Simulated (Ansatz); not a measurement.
# Be3ZnSe4: the cost of one run

Computed with Ansatz 0.2.0 (DFT PBE, scalar-relativistic, plane waves, PAW, unless a step's input says otherwise).

## Step 1: Starting point

It takes space group P3m1 (No. 156, trigonal). Conventional cell: a = 3.747 Å, b = 3.747 Å, c = 12.412 Å, α = 90.00°, β = 90.00°, γ = 120.00°. Around Be (site symmetry 3m) lie 4 Se at 2.25 to 2.28 Å. Be (site symmetry 3m) has 4 Se at 2.24 to 2.28 Å in its first shell of neighbours. Around Zn (site symmetry 3m) lie 4 Se at 2.40 to 2.46 Å. Around Se (site symmetry 3m) lie 4 Be at 2.25 to 2.28 Å. Se (site symmetry 3m) is surrounded by 1 Be at 2.24 Å and 3 Zn at 2.40 Å. Se (site symmetry 3m) has 3 Be at 2.28 Å and 1 Zn at 2.46 Å in its first shell of neighbours.

As a file:

```
CELL_PARAMETERS angstrom
3.74725 0.00000 0.00000
-1.87363 3.24522 0.00000
0.00000 0.00000 12.41168
ATOMIC_POSITIONS crystal
Be 0.66667 0.33333 0.01254
Be 0.66667 0.33333 0.49281
Be 0.00000 0.00000 0.25312
Zn 0.00000 0.00000 0.75621
Se 0.66667 0.33333 0.19393
Se 0.66667 0.33333 0.67293
Se 0.00000 0.00000 0.43433
Se 0.00000 0.00000 0.95414
```

The start is the relaxed end of an invented cell (made as: elements ordered on the sites of the ZnSe type, Be/Zn on Zn (P3m1, No. 156)), taken up again for a closer look.

## Step 2: Probe: one point on a coarse mesh

Input file input.yaml:

```yaml
crystal:
  lattice:
    - [3.7472541, 0.0, 0.0]
    - [-1.8736271, 3.2452173, 0.0]
    - [0.0, 0.0, 12.4116806]
  atoms:
    - { symbol: Be, position: [0.6666667, 0.3333333, 0.012538] }
    - { symbol: Be, position: [0.6666667, 0.3333333, 0.492806] }
    - { symbol: Be, position: [0.0, 0.0, 0.253118] }
    - { symbol: Zn, position: [0.0, 0.0, 0.756211] }
    - { symbol: Se, position: [0.6666667, 0.3333333, 0.193928] }
    - { symbol: Se, position: [0.6666667, 0.3333333, 0.672929] }
    - { symbol: Se, position: [0.0, 0.0, 0.434331] }
    - { symbol: Se, position: [0.0, 0.0, 0.954139] }
basis:
  ecutwfc: 420
kpoints:
  mp_grid: { grid: [6, 6, 2] }
hamiltonian:
  xc: pbe
scf:
  occupations: { method: gaussian, width: 0.1 }
  lower_state_search: "off"
output:
  forces: true
  stress: true
  eigenvalues: true
```

Started as:

```
$ ansatz run input.yaml --threads 4 --pin off --max-ram 8192MiB --backend cpu --events-out ev --progress --plain --runs-dir out
```

Q: Estimate wall time and peak memory on 4 threads of Arm Neoverse V2, shared host.

About 2.7 s, with a peak of 0.48 GiB.
